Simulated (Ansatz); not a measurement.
**CH10N2Si2: a ladder of functionals and wavefunction methods**

Aim: compute CH10N2Si2 with functionals from several rungs and with coupled cluster, and see how far each lands from CCSD(T) at the basis-set limit for the atomisation energy.

Computed with Ansatz 0.2.0, Gaussian basis. Level: functionals in def2-TZVPP, the program's frozen cores in correlated methods.

Plan: PBE-D4, r2SCAN-D4, PBE0-D4, B3LYP-D4, ωB97X-V, ωB97M-V, B2PLYP; CCSD(T)/def2-TZVPP; MP2/def2-QZVPP; extrapolation to the limit.

## 1. The geometry

All runs share one geometry, relaxed beforehand with PBE0-D4 in a triple-zeta def2 set.

SMILES `CN[SiH2][SiH2]N`, 15 atoms, charge 0, spin multiplicity 1.

Atoms are counted from 1 here; the program's logs count them from 0.

Bond lengths: C1–N2 1.449 Å, C1–H6 1.093 Å, C1–H7 1.094 Å, C1–H8 1.099 Å, N2–Si3 1.720 Å, N2–H9 1.008 Å, Si3–Si4 2.345 Å, Si3–H10 1.489 Å, Si3–H11 1.504 Å, Si4–N5 1.733 Å, Si4–H12 1.500 Å, Si4–H13 1.489 Å, N5–H14 1.009 Å, N5–H15 1.008 Å. Angles: N2–C1–H6 109.6°, N2–C1–H7 110.9°, N2–C1–H8 113.5°, H6–C1–H7 107.3°, H6–C1–H8 107.4°, H7–C1–H8 108.0°, C1–N2–Si3 123.4°, C1–N2–H9 113.5°, Si3–N2–H9 117.2°, N2–Si3–Si4 110.8°, N2–Si3–H10 107.1°, N2–Si3–H11 114.8°, Si4–Si3–H10 110.7°, Si4–Si3–H11 106.9°, H10–Si3–H11 106.4°, Si3–Si4–N5 108.7°, Si3–Si4–H12 108.1°, Si3–Si4–H13 111.8° and more.

## 2. PBE-D4 (GGA)

in.yaml reads:

```yaml
crystal:
  periodic: [false, false, false]
  atoms:
    - {symbol: C, position_ang: [-0.805745, 0.796039, 1.716021]}
    - {symbol: N, position_ang: [0.465832, 0.102700, 1.690613]}
    - {symbol: Si, position_ang: [0.915792, -1.004400, 0.453532]}
    - {symbol: Si, position_ang: [0.687262, -0.025522, -1.665132]}
    - {symbol: N, position_ang: [-0.998808, 0.211514, -1.988247]}
    - {symbol: H, position_ang: [-1.124803, 1.012776, 0.693193]}
    - {symbol: H, position_ang: [-0.717022, 1.753211, 2.238391]}
    - {symbol: H, position_ang: [-1.609011, 0.220906, 2.196396]}
    - {symbol: H, position_ang: [0.862707, -0.041704, 2.605774]}
    - {symbol: H, position_ang: [2.331966, -1.390789, 0.705626]}
    - {symbol: H, position_ang: [0.123023, -2.282479, 0.433014]}
    - {symbol: H, position_ang: [1.406461, -0.889334, -2.657680]}
    - {symbol: H, position_ang: [1.332449, 1.314862, -1.726461]}
    - {symbol: H, position_ang: [-1.268226, 0.741374, -2.803183]}
    - {symbol: H, position_ang: [-1.623677, -0.569957, -1.862455]}
basis:
  gaussian: {orbitals: def2-TZVPP}
hamiltonian: {xc: pbe, dispersion: d4}
output: {forces: true, orbitals: {seedname: orbitals}}
```

Run with:

```bash
ansatz run in.yaml --threads 2 --pin off --events-out ev --progress --plain --max-ram 32768MiB --backend cuda --devices 0, --max-vram 18GiB
```

After this run come: r2SCAN-D4 (meta-GGA); PBE0-D4 (hybrid); B3LYP-D4 (hybrid); ωB97X-V (range-separated); ωB97M-V (range-separated); B2PLYP (double hybrid); CCSD(T) in def2-TZVPP; MP2 in def2-QZVPP.

Q: Predict the results of all the runs planned. Wanted: atomisation energy, CCSD(T)/CBS; farthest; mean size of error, hybrid; mean size of error, range-separated; gap, smallest and largest; T1 diagnostic; triples share of the correlation energy.

As calculated:

| quantity | value |
| --- | --- |
| atomisation energy, CCSD(T)/CBS | 5048.3 kJ/mol |
| functionals within 25.2 kJ/mol (0.5 %) | B3LYP-D4, ωB97M-V |
| farthest | B2PLYP (-63.1 kJ/mol) |
| mean size of error, hybrid | 22.2 kJ/mol |
| mean size of error, range-separated | 23.5 kJ/mol |
| gap, smallest and largest | 4.33 eV (PBE-D4), 10.82 eV (ωB97X-V) |
| T1 diagnostic | 0.0108 |
| triples share of the correlation energy | 3.6 % |

In words: PBE-D4 misses by +34.9 kJ/mol. Double hybrids carry the basis error of their MP2 part in triple zeta, and no dispersion term here, so their miss is partly the set-up's. Misses under about 25.2 kJ/mol are within the doubt on the reference itself, which lacks core-valence correlation, relativity and higher excitations. Hartree-Fock recovers 72 % of the binding; the rest is correlation. The gap grows from 4.3 to 10.8 eV across the functionals, mostly with the share of exact exchange.
